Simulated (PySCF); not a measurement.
# From one method to the next for LiGe⁻ (triplet)

What do other methods print for LiGe⁻ (triplet)?

Method: method and basis as typed in the scripts; program: PySCF 2.14.0.

2 further runs of the same task are left out: 2 that didn't finish.

## (1) The starting structure

LiGe⁻ (triplet): 2 atoms, charge -1, spin multiplicity 3.

No contacts short enough for the rule that draws bonds.

## (2) Base script

input.py reads:

```python
from pyscf import gto, scf

mol = gto.M(
    atom='Li 0 0 0; Ge 0 0 2.545',
    basis='pcseg-1',
    charge=-1,
    spin=2,
    verbose=4,
)
mf = scf.UHF(mol)
mf = mf.density_fit(auxbasis='def2-universal-jkfit')
mf.kernel()
mf.dip_moment()
print('orbital energies (hartree):', [e[max(0, n-3):n+3].round(4) for e, n in zip(mf.mo_energy, mol.nelec)])
```

Run with:

```console
> OMP_NUM_THREADS=1 python input.py
```

## (3) Population analysis

Edit 1 changes step after the SCF: none → analyze.

input.py, as its differences from that of step 2:

```diff
@@ -12,3 +12,3 @@
 mf.kernel()
-mf.dip_moment()
+mf.analyze()
 print('orbital energies (hartree):', [e[max(0, n-3):n+3].round(4) for e, n in zip(mf.mo_energy, mol.nelec)])
```

## (4) MP2

Edit 2 changes step after the SCF: none → mp2; frozen orbitals: none → 9.

input.py, as its differences from that of step 2:

```diff
@@ -1,2 +1,2 @@
-from pyscf import gto, scf
+from pyscf import gto, scf, mp
 
@@ -12,2 +12,3 @@
 mf.kernel()
+mp.MP2(mf, frozen=9).kernel()
 mf.dip_moment()
```

## (5) CISD

Edit 3 changes step after the SCF: none → cisd.

input.py, as its differences from that of step 2:

```diff
@@ -1,2 +1,2 @@
-from pyscf import gto, scf
+from pyscf import gto, scf, ci
 
@@ -12,2 +12,3 @@
 mf.kernel()
+ci.CISD(mf).kernel()
 mf.dip_moment()
```

## (6) TDHF

Edit 4 changes step after the SCF: none → tddft; number of roots: none → 5.

input.py, as its differences from that of step 2:

```diff
@@ -1,2 +1,2 @@
-from pyscf import gto, scf
+from pyscf import gto, scf, tdscf
 
@@ -12,2 +12,6 @@
 mf.kernel()
+td = tdscf.TDHF(mf)
+td.nstates = 5
+td.kernel()
+td.analyze()
 mf.dip_moment()
```

What does the calculation give? Wanted: for each run, E(SCF); from base; gap, α spin; after the SCF.

The runs gave:

```tsv
run	E(SCF) (hartree)	from base (eV)	cycles	gap, α spin (eV)	after the SCF
base	-2082.495107	0	14	4.92	n/a
population analysis	-2082.495107	0.0000	14	4.92	n/a
MP2	-2082.495107	0.0000	14	4.92	MP2 correlation -2.453 eV, core frozen
CISD	-2082.495107	0.0000	14	4.92	CISD correlation -3.066 eV
TDHF	-2082.495107	0.0000	14	4.92	lowest root found 0.73 eV
```

What this shows: The dearest run is “TDHF”, at 3.6 s against 0.68 s.
